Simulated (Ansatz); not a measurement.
# CH7NSi2: shift of H7 from Si3 to N2, part 2 of 3

Aim: the minimum-energy path and barrier of the shift of H7 from Si3 to N2. The ends are relaxed first, then joined by a nudged elastic band. SMILES of the start: C=N[SiH2][SiH3].

Ansatz 0.2.0; UKS PBE-D4/def2-SVP. Earlier steps stand in the parts before.

## Step 5: Nudged elastic band

crystal.atoms is end A as relaxed above, and neb.final_atoms is end B, turned to lie on A. With 7 inner images the band has 9 in all. The start path is listed, through a guess of the saddle.

input.yaml reads:

```yaml
crystal:
  periodic: [false, false, false]
  atoms:
    - { symbol: C, position_ang: [-0.746223, 2.175393, 0.39924] }
    - { symbol: "N", position_ang: [-1.04714, 0.995202, 0.025832] }
    - { symbol: Si, position_ang: [-0.366256, -0.496411, 0.696844] }
    - { symbol: Si, position_ang: [0.90765, -1.476073, -1.022474] }
    - { symbol: H, position_ang: [-0.030302, 2.425582, 1.226498] }
    - { symbol: H, position_ang: [-1.207593, 3.057276, -0.105068] }
    - { symbol: H, position_ang: [-1.515722, -1.392976, 1.063396] }
    - { symbol: H, position_ang: [0.491786, -0.273373, 1.929049] }
    - { symbol: H, position_ang: [0.050998, -1.731611, -2.232379] }
    - { symbol: H, position_ang: [2.036696, -0.557144, -1.408452] }
    - { symbol: H, position_ang: [1.491505, -2.782865, -0.551986] }
magnetization:
  spin_polarized: true
basis:
  gaussian: { orbitals: def2-SVP }
hamiltonian:
  xc: pbe
  dispersion: d4
neb:
  order_check: false
  images: 7
  f_tol: 0.05
  max_iterations: 60
  final_atoms:
    - { symbol: C, position_ang: [-0.9038466, 1.93472594, 0.57069763] }
    - { symbol: "N", position_ang: [-0.8810699, 0.65233102, 0.30229301] }
    - { symbol: Si, position_ang: [-0.11010913, -0.8250958, 1.14681784] }
    - { symbol: Si, position_ang: [0.92875867, -1.60936362, -0.84073504] }
    - { symbol: H, position_ang: [-0.21475765, 2.32836295, 1.33419698] }
    - { symbol: H, position_ang: [-1.61412491, 2.60916906, 0.06728072] }
    - { symbol: H, position_ang: [-1.54938141, 0.37072481, -0.43188981] }
    - { symbol: H, position_ang: [1.01266107, -0.0354399, 1.82631024] }
    - { symbol: H, position_ang: [-0.14978256, -1.84023124, -1.87833552] }
    - { symbol: H, position_ang: [1.95455237, -0.70194818, -1.48329971] }
    - { symbol: H, position_ang: [1.59249905, -2.94023505, -0.59283634] }
  initial_path:
    images:
      - { positions_ang: [[-0.746223, 2.175393, 0.39924], [-1.04714, 0.995202, 0.025832], [-0.366256, -0.496411, 0.696844], [0.90765, -1.476073, -1.022474], [-0.030302, 2.425582, 1.226498], [-1.207593, 3.057276, -0.105068], [-1.515722, -1.392976, 1.063396], [0.491786, -0.273373, 1.929049], [0.050998, -1.731611, -2.232379], [2.036696, -0.557144, -1.408452], [1.491505, -2.782865, -0.551986]] }
      - { positions_ang: [[-0.81170534, 2.13469455, 0.48288868], [-0.92830966, 1.04681127, -0.00761152], [-0.27559421, -0.44376441, 0.66511789], [0.92352856, -1.5417789, -1.01459771], [-0.30502311, 2.29371607, 1.37069609], [-1.26970228, 3.04958348, 0.00726257], [-1.42424198, -1.03998188, 0.79517779], [0.64158054, -0.17716609, 1.84054679], [0.00889311, -1.83583347, -2.15831207], [2.04319304, -0.70846579, -1.4770781], [1.46278032, -2.83481484, -0.48359041]] }
      - { positions_ang: [[-0.87718767, 2.0939961, 0.56653736], [-0.80947932, 1.09842055, -0.04105504], [-0.18493241, -0.39111781, 0.63339178], [0.93940712, -1.6074848, -1.00672142], [-0.57974421, 2.16185014, 1.51489417], [-1.33181157, 3.04189096, 0.11959314], [-1.33276196, -0.68698776, 0.52695957], [0.79137509, -0.08095917, 1.75204458], [-0.03321179, -1.94005594, -2.08424515], [2.04969009, -0.85978758, -1.54570419], [1.43405564, -2.88676468, -0.41519481]] }
      - { positions_ang: [[-0.94267001, 2.05329765, 0.65018605], [-0.69064898, 1.15002982, -0.07449856], [-0.09427062, -0.33847122, 0.60166568], [0.95528568, -1.67319071, -0.99884513], [-0.85446532, 2.0299842, 1.65909226], [-1.39392085, 3.03419844, 0.2319237], [-1.24128195, -0.33399363, 0.25874136], [0.94116963, 0.01524774, 1.66354237], [-0.07531668, -2.04427841, -2.01017822], [2.05618713, -1.01110937, -1.61433029], [1.40533096, -2.93871452, -0.34679922]] }
      - { positions_ang: [[-1.00815235, 2.0125992, 0.73383473], [-0.57181864, 1.2016391, -0.10794208], [-0.00360882, -0.28582463, 0.56993957], [0.97116424, -1.73889661, -0.99096884], [-1.12918642, 1.89811827, 1.80329035], [-1.45603014, 3.02650592, 0.34425427], [-1.14980193, 0.01900049, -0.00947685], [1.09096418, 0.11145465, 1.57504016], [-0.11742158, -2.14850088, -1.93611129], [2.06268417, -1.16243116, -1.68295638], [1.37660628, -2.99066436, -0.27840362]] }
      - { positions_ang: [[-0.98207591, 1.99313089, 0.69305045], [-0.64913146, 1.06431208, -0.00538331], [-0.0302339, -0.42064242, 0.71415913], [0.96056285, -1.70651336, -0.95341039], [-0.90057923, 2.00567944, 1.68601701], [-1.49555383, 2.9221717, 0.27501088], [-1.2496968, 0.10693157, -0.11508009], [1.0713884, 0.07473101, 1.63785768], [-0.12551182, -2.07143347, -1.92166735], [2.03565122, -1.04731041, -1.63304221], [1.43057947, -2.97805703, -0.3570118]] }
      - { positions_ang: [[-0.95599947, 1.97366257, 0.65226618], [-0.72644427, 0.92698506, 0.09717546], [-0.05685898, -0.55546021, 0.8583787], [0.94996146, -1.67413011, -0.91585194], [-0.67197204, 2.11324061, 1.56874366], [-1.53507752, 2.81783749, 0.2057675], [-1.34959167, 0.19486265, -0.22068333], [1.05181263, 0.03800737, 1.7006752], [-0.13360207, -1.99436606, -1.90722341], [2.00861827, -0.93218967, -1.58312804], [1.48455267, -2.9654497, -0.43561998]] }
      - { positions_ang: [[-0.92992303, 1.95419426, 0.6114819], [-0.80375709, 0.78965804, 0.19973424], [-0.08348405, -0.690278, 1.00259827], [0.93936006, -1.64174686, -0.87829349], [-0.44336484, 2.22080178, 1.45147032], [-1.57460122, 2.71350327, 0.13652411], [-1.44948654, 0.28279373, -0.32628657], [1.03223685, 0.00128374, 1.76349272], [-0.14169231, -1.91729865, -1.89277946], [1.98158532, -0.81706892, -1.53321387], [1.53852586, -2.95284238, -0.51422816]] }
      - { positions_ang: [[-0.9038466, 1.93472594, 0.57069763], [-0.8810699, 0.65233102, 0.30229301], [-0.11010913, -0.8250958, 1.14681784], [0.92875867, -1.60936362, -0.84073504], [-0.21475765, 2.32836295, 1.33419698], [-1.61412491, 2.60916906, 0.06728072], [-1.54938141, 0.37072481, -0.43188981], [1.01266107, -0.0354399, 1.82631024], [-0.14978256, -1.84023124, -1.87833552], [1.95455237, -0.70194818, -1.48329971], [1.59249905, -2.94023505, -0.59283634]] }
```

Launch:

```bash
ansatz run input.yaml --threads 2 --pin off --max-ram 3072MiB --backend cpu --events-out ev --progress --plain --runs-dir out
```

Log (excerpt; [...] marks lines left out):

```text
Warning: RAYON_NUM_THREADS=2 ignored (pool sized by the plan → 2); use --threads N
[...]
Functional definition: PBE
[...]
1128 factors; their error is unknown
[...]
mean field -18376.94637560 eV, -675.3403229618 hartree, gradient 2.5e-5 eV, S^2 0.000000; 0 other end points of the search recorded, 0 dependent functions left out
[...]
reference -18376.94641381 eV, -675.3403243659 hartree; 24, 24 occupied and 75, 75 virtual orbitals, 1128 factors
1128 factors; their error is unknown
[...]
Atom 7 at     0.973534    -0.427128     2.046816 Å, force     0.005374     0.000086     0.002666 eV/Å
Atom 8 at    -0.093063    -1.738326    -2.073370 Å, force    -0.002859     0.003980     0.003004 eV/Å
Atom 9 at     2.129895    -0.858082    -1.544186 Å, force     0.001975    -0.002680    -0.000416 eV/Å
Atom 10 at     1.423212    -3.007423    -0.626974 Å, force     0.001569    -0.002914    -0.004887 eV/Å
Dipole moment:    -0.076526     0.205113     0.111955 e Å
this run last wrote the band of iteration 15 to <dir>
```

Wall time 4.1 min (2 threads of Arm Neoverse V2, shared host); peak memory 0.16 GiB.

## Step 6: Images and barrier

The 7 inner images lie between the fixed ends 0 and 8. Energy is taken from image 0, and the path length is the program's own coordinate along the band.

```
image  path (Å)  energy (eV)  H7–Si3 (Å)  H7–N2 (Å)  band force (eV/Å)
    0     0.000       0.0000        1.50       2.65                  -
    1     0.488       0.0116        1.50       2.62              0.032
    2     0.976       0.0812        1.50       2.52              0.014
    3     1.464       0.3818        1.50       2.26              0.031
    4     1.951       1.2717        1.54       1.84              0.022
   5*     2.439       2.1497        1.69       1.36              0.020
    6     2.948       1.2924        2.03       1.06              0.022
    7     3.456       0.6942        2.33       1.03              0.021
    8     3.964       0.6190        2.45       1.03                  -
```

The star marks the climbing image.

image, energy (eV) and a bar:
```
        0      0.000 
        1      0.012 
        2      0.081 #
        3      0.382 #####
        4      1.272 ##################
        5      2.150 ##############################
        6      1.292 ##################
        7      0.694 ##########
        8      0.619 #########
```

The top of the band by iteration:

```
iteration  highest image above image 0 (eV)  largest band force (eV/Å)
        1                            4.0917                     10.964
        3                            2.4670                      1.755
        5                            2.3561                      0.918
        7                            1.9639                      0.935
        9                            1.8188                      0.668
       11                            2.1508                      0.674
       13                            2.1505                      0.414
       15                            2.1497                      0.032
```

The band as a trajectory file:

```xyz
11
image=0 dE=0.0000
C    -0.746    2.175    0.399
N    -1.047    0.995    0.026
Si   -0.366   -0.496    0.697
Si    0.908   -1.476   -1.022
H    -0.030    2.426    1.226
H    -1.208    3.057   -0.105
H    -1.516   -1.393    1.063
H     0.492   -0.273    1.929
H     0.051   -1.732   -2.232
H     2.037   -0.557   -1.408
H     1.492   -2.783   -0.552
11
image=1 dE=0.0116
C    -0.822    2.219    0.447
N    -0.937    1.042   -0.025
Si   -0.267   -0.447    0.662
Si    0.938   -1.533   -1.045
H    -0.267    2.487    1.384
H    -1.304    3.079   -0.075
H    -1.447   -1.302    1.028
H     0.587   -0.246    1.901
H     0.045   -1.723   -2.240
H     2.150   -0.747   -1.465
H     1.389   -2.885   -0.553
11
image=2 dE=0.0812
C    -0.866    2.258    0.483
N    -0.735    1.096   -0.010
Si   -0.155   -0.425    0.662
Si    0.960   -1.580   -1.057
H    -0.479    2.593    1.480
H    -1.429    3.033   -0.089
H    -1.458   -1.125    0.926
H     0.660   -0.384    1.946
H    -0.005   -1.756   -2.197
H     2.169   -0.825   -1.541
H     1.403   -2.941   -0.583
11
image=3 dE=0.3818
C    -0.892    2.232    0.494
N    -0.597    1.093    0.029
Si   -0.061   -0.430    0.700
Si    0.967   -1.610   -1.044
H    -0.511    2.652    1.460
H    -1.608    2.872   -0.070
H    -1.509   -0.830    0.777
H     0.755   -0.476    1.996
H    -0.060   -1.740   -2.134
H     2.151   -0.836   -1.556
H     1.430   -2.984   -0.631
11
image=4 dE=1.2717
C    -0.913    2.177    0.503
N    -0.603    1.018    0.098
Si   -0.028   -0.491    0.781
Si    0.953   -1.629   -1.017
H    -0.458    2.663    1.396
H    -1.681    2.757   -0.056
H    -1.547   -0.490    0.553
H     0.881   -0.466    2.033
H    -0.093   -1.739   -2.089
H     2.129   -0.851   -1.547
H     1.425   -3.006   -0.635
11
image=5 dE=2.1497
C    -0.947    2.126    0.509
N    -0.700    0.893    0.201
Si   -0.004   -0.604    0.886
Si    0.952   -1.625   -0.997
H    -0.419    2.648    1.336
H    -1.713    2.700   -0.050
H    -1.539   -0.164    0.334
H     0.974   -0.427    2.047
H    -0.093   -1.738   -2.073
H     2.130   -0.858   -1.544
H     1.423   -3.007   -0.627
11
image=6 dE=1.2924
C    -0.966    2.074    0.516
N    -0.773    0.779    0.331
Si    0.008   -0.721    1.014
Si    0.952   -1.617   -0.960
H    -0.362    2.627    1.259
H    -1.745    2.634   -0.031
H    -1.568    0.130    0.068
H     1.064   -0.347    2.025
H    -0.094   -1.741   -2.044
H     2.127   -0.867   -1.543
H     1.423   -3.008   -0.615
11
image=7 dE=0.6942
C    -0.956    1.996    0.552
N    -0.838    0.699    0.367
Si   -0.038   -0.798    1.129
Si    0.943   -1.611   -0.887
H    -0.283    2.522    1.247
H    -1.740    2.568    0.028
H    -1.562    0.308   -0.252
H     1.110   -0.173    1.914
H    -0.106   -1.720   -1.974
H     2.098   -0.839   -1.487
H     1.438   -3.010   -0.617
11
image=8 dE=0.6190
C    -0.904    1.935    0.571
N    -0.881    0.652    0.302
Si   -0.110   -0.825    1.147
Si    0.929   -1.609   -0.841
H    -0.215    2.328    1.334
H    -1.614    2.609    0.067
H    -1.549    0.371   -0.432
H     1.013   -0.035    1.826
H    -0.150   -1.840   -1.878
H     1.955   -0.702   -1.483
H     1.592   -2.940   -0.593
```

## Step 7: Frequencies at the highest image

The geometry is the highest inner image of the first converged band.

input.yaml reads:

```yaml
crystal:
  periodic: [false, false, false]
  atoms:
    - { symbol: C, position_ang: [-0.947044, 2.126008, 0.508715] }
    - { symbol: "N", position_ang: [-0.699567, 0.893487, 0.200795] }
    - { symbol: Si, position_ang: [-0.003623, -0.603877, 0.886019] }
    - { symbol: Si, position_ang: [0.952293, -1.625145, -0.997102] }
    - { symbol: H, position_ang: [-0.418557, 2.64803, 1.335671] }
    - { symbol: H, position_ang: [-1.712611, 2.699681, -0.049837] }
    - { symbol: H, position_ang: [-1.53907, -0.164226, 0.333953] }
    - { symbol: H, position_ang: [0.973534, -0.427128, 2.046816] }
    - { symbol: H, position_ang: [-0.093063, -1.738326, -2.07337] }
    - { symbol: H, position_ang: [2.129895, -0.858082, -1.544186] }
    - { symbol: H, position_ang: [1.423212, -3.007423, -0.626974] }
magnetization:
  spin_polarized: true
basis:
  gaussian: { orbitals: def2-SVP }
hamiltonian:
  xc: pbe
  dispersion: d4
phonons: {}
```

Launch:

```bash
ansatz run input.yaml --threads 2 --pin off --max-ram 3072MiB --backend cpu --events-out ev --progress --plain --runs-dir out
```

Log (excerpt; [...] marks lines left out):

```text
Warning: RAYON_NUM_THREADS=2 ignored (pool sized by the plan → 2); use --threads N
[...]
Functional definition: PBE
[...]
1128 factors; their error is unknown
[...]
mean field -18374.79860165 eV, -675.2613937249 hartree, gradient 6.8e-5 eV, S^2 0.000000; 0 other end points of the search recorded, 0 dependent functions left out
[...]
reference -18374.79864005 eV, -675.2613951358 hartree; 24, 24 occupied and 75, 75 virtual orbitals, 1128 factors
[...]
1128 factors; their error is unknown
[...]
WARN: phonons: modes at or below zero, which the zero-point energy, F, S and C_V leave out: 1, the lowest at -1375.39 cm⁻¹. A minimum has none, and a first-order saddle one
[...]
Atom 8 at    -0.093063    -1.738326    -2.073370 Å, force    -0.002812     0.003952     0.002929 eV/Å
Atom 9 at     2.129895    -0.858082    -1.544186 Å, force     0.001997    -0.002789    -0.000448 eV/Å
Atom 10 at     1.423212    -3.007423    -0.626974 Å, force     0.001576    -0.002925    -0.004885 eV/Å
Dipole moment:    -0.076522     0.205113     0.111952 e Å
Vibrations: -1375.39 94.26 108.19 179.77 266.28 406.39 452.20 496.01 525.09 600.50 685.96 713.34 827.57 862.50 891.23 897.42 906.12 1127.77 1418.02 1587.78 1749.86 2032.71 2142.49 2159.99 2171.74 2971.59 3078.09 cm⁻¹, zero-point energy 1.819646 eV
```

Wall time 79 s (2 threads of Arm Neoverse V2, shared host); peak memory 0.16 GiB.

Of 27 modes, 1 is imaginary by more than 30 cm⁻¹ (1375i cm⁻¹).

## Step 8: A trajectory let go at the top

It starts at the highest inner image of the first converged band: 200 steps of 0.5 fs at constant energy, with velocities drawn for 300 K.

input.yaml, as its differences from that of step 7:

```diff
@@ -21,2 +21,8 @@
   dispersion: d4
-phonons: {}
+md:
+  timestep: 0.5
+  n_steps: 200
+  ensemble: nve
+  temperature: 300.0
+  initial_velocities: maxwell_boltzmann
+  seed: 10616
```

Launch:

```bash
ansatz run input.yaml --threads 2 --pin off --max-ram 3072MiB --backend cpu --events-out ev --progress --plain --runs-dir out
```

Log (excerpt; [...] marks lines left out):

```text
Warning: RAYON_NUM_THREADS=2 ignored (pool sized by the plan → 2); use --threads N
[...]
Functional definition: PBE
[...]
1128 factors; their error is unknown
[...]
mean field -18374.79860165 eV, -675.2613937249 hartree, gradient 6.8e-5 eV, S^2 0.000000; 0 other end points of the search recorded, 0 dependent functions left out
[...]
reference -18374.79864005 eV, -675.2613951358 hartree; 24, 24 occupied and 75, 75 virtual orbitals, 1128 factors
[...]
md step    45: t =    22.50 fs  T =   925.6 K  F+E_penalty+E_count = -18375.75331208 eV  E_kin = 1.076742 eV  conserved = -18374.67657006 eV  (34 SCF iters, 3 dispersion substeps)
[...]
md step    58: t =    29.00 fs  T =  1678.7 K  F+E_penalty+E_count = -18376.63062180 eV  E_kin = 1.952865 eV  conserved = -18374.67775715 eV  (32 SCF iters, 3 dispersion substeps)
md step    59: t =    29.50 fs  T =  1665.0 K  F+E_penalty+E_count = -18376.61461861 eV  E_kin = 1.936914 eV  conserved = -18374.67770416 eV  (32 SCF iters, 3 dispersion substeps)
```

## Step 9: The log goes on: dynamics from the highest image of the converged band

The log, continued (excerpt; [...] marks lines left out):

```text
md step    60: t =    30.00 fs  T =  1639.2 K  F+E_penalty+E_count = -18376.58460227 eV  E_kin = 1.906966 eV  conserved = -18374.67763615 eV  (32 SCF iters, 3 dispersion substeps)
[...]
md step    79: t =    39.50 fs  T =   768.4 K  F+E_penalty+E_count = -18375.57054734 eV  E_kin = 0.893940 eV  conserved = -18374.67660734 eV  (34 SCF iters, 3 dispersion substeps)
[...]
md step   136: t =    68.00 fs  T =  1333.9 K  F+E_penalty+E_count = -18376.22913902 eV  E_kin = 1.551814 eV  conserved = -18374.67732486 eV  (31 SCF iters, 3 dispersion substeps)
md step   137: t =    68.50 fs  T =  1380.7 K  F+E_penalty+E_count = -18376.28362816 eV  E_kin = 1.606213 eV  conserved = -18374.67741553 eV  (31 SCF iters, 3 dispersion substeps)
md step   138: t =    69.00 fs  T =  1417.0 K  F+E_penalty+E_count = -18376.32590947 eV  E_kin = 1.648424 eV  conserved = -18374.67748537 eV  (31 SCF iters, 3 dispersion substeps)
```

## Step 10: The output, continued: dynamics from the highest image of the converged band

The log, continued (excerpt; [...] marks lines left out):

```text
md step   139: t =    69.50 fs  T =  1441.7 K  F+E_penalty+E_count = -18376.35475931 eV  E_kin = 1.677245 eV  conserved = -18374.67751474 eV  (31 SCF iters, 3 dispersion substeps)
[...]
md step   154: t =    77.00 fs  T =   954.7 K  F+E_penalty+E_count = -18375.78698986 eV  E_kin = 1.110665 eV  conserved = -18374.67632439 eV  (33 SCF iters, 3 dispersion substeps)
[...]
Atom 7 at     1.214795    -0.032354     1.778256 Å, force    -0.574706    -0.870414     0.332591 eV/Å
Atom 8 at    -0.209981    -2.050526    -2.037636 Å, force     0.153052     0.097997     0.372512 eV/Å
Atom 9 at     1.818325    -0.664991    -1.883946 Å, force    -0.345902    -0.057705     0.208598 eV/Å
Atom 10 at     1.817799    -2.746429    -0.761501 Å, force    -0.248090    -0.072191    -0.040033 eV/Å
Dipole moment:    -0.014329     0.137028     0.312620 e Å
```

Run time: 7.3 min. Hardware: 2 threads of Arm Neoverse V2, shared host; peak memory 0.17 GiB.

## Step 11: The trajectory

One step in 11; energies are changes from step 0:

```
time (fs)  T (K)  potential energy change (meV/atom)  total energy change (meV/atom)  H7–Si3 (Å)  H7–N2 (Å)
      0.0    300                                 0.0                            0.00        1.69       1.36
      5.5    160                                14.9                            0.08        1.80       1.42
     11.0    195                                11.2                            0.04        1.63       1.34
     16.5    266                                 3.7                            0.06        1.54       1.43
     22.0    831                               -56.1                            0.07        1.66       1.91
     27.5   1643                              -142.1                           -0.06        1.66       2.60
     33.0   1282                              -103.8                           -0.01        1.67       3.11
     38.5    728                               -45.2                            0.08        1.62       3.25
     44.0    949                               -68.6                            0.07        1.46       3.12
     49.5   1348                              -110.9                           -0.05        1.56       3.09
     55.0    740                               -46.4                            0.13        1.67       2.95
     60.5    640                               -35.9                            0.05        1.48       2.56
     66.0   1071                               -81.5                            0.02        1.48       2.42
     71.5   1428                              -119.3                            0.00        1.62       2.54
     77.0    955                               -69.2                            0.06        1.49       2.52
     82.5   1109                               -85.6                           -0.02        1.51       2.53
     88.0   1179                               -92.9                            0.03        1.67       2.52
     93.5    956                               -69.4                           -0.03        1.49       2.36
     99.0    955                               -69.3                           -0.05        1.47       2.51
    100.0   1020                               -76.2                           -0.07        1.52       2.59
```

time (fs), T (K) and a bar:
```
      0.0        300 ###
      4.5        160 
      8.5        188 #
     13.0        144 
     17.5        325 ####
     21.5        740 ############
     26.0       1501 ############################
     30.5       1602 ##############################
     35.0        944 ################
     39.0        747 ############
     43.5        920 ################
     48.0       1301 ########################
     52.0       1173 #####################
     56.5        658 ###########
     61.0        633 ##########
     65.0        919 ################
     69.5       1442 ###########################
     74.0       1266 #######################
     78.5        846 ##############
     82.5       1109 ####################
     87.0       1207 ######################
     91.5       1079 ###################
     95.5        768 #############
    100.0       1020 ##################
```

The last frame stands with the bonds of end A.

(Part 2 of 3 ends here.)
